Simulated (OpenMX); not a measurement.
Crystal: HfB.

```xyz
2
Lattice="0.0000 2.3100 2.3100 2.3100 0.0000 2.3100 2.3100 2.3100 0.0000" Properties=species:S:1:pos:R:3 pbc="T T T"
Hf    2.3100    2.3100    2.3100
B     0.0000    0.0000    0.0000
```

```yaml
Program: OpenMX 3.8.5
Task: single point
Functional: PBE
Potentials_or_basis: OpenMX 2013 PBE set, Hf7.0-s3p2d2f1, B7.0-s2p2d1, grid cutoff 350 Ry
k_mesh: 11 × 11 × 11
Occupations: fermi-dirac, width 0.05 eV
Spin: no spin polarisation
```

On this cell: pressure 30.4 GPa; largest force zero by symmetry; band gap on the k mesh none (metal or under the smearing width).

The same run follows on a disturbed copy (atoms moved at random, drawn with an rms of 0.05 Å):

```
Hf B
1.0
     0.00000    2.31000    2.31000
     2.31000    0.00000    2.31000
     2.31000    2.31000    0.00000
Hf B
1 1
Direct
  0.49679 0.51141 0.50846
  0.99035 0.99461 0.99282
```

What does the disturbed cell give?

The energy (extrapolated to zero smearing) moves by +29.8 meV/atom; pressure 31.2 GPa; largest force 1.136 eV/Å; band gap on the k mesh none (metal or under the smearing width).

Forces in eV/Å, atoms in the order of the input:
```
Hf  -0.816 -0.542 -0.574
B    0.816  0.544  0.574
```

Caveats: the basis of atomic orbitals isn't converged, which shifts pressures, moduli and gaps; a pressure of tens of GPa on the cell as given is suspect, and the run, the potentials or the cell itself is likely at fault (some runs).
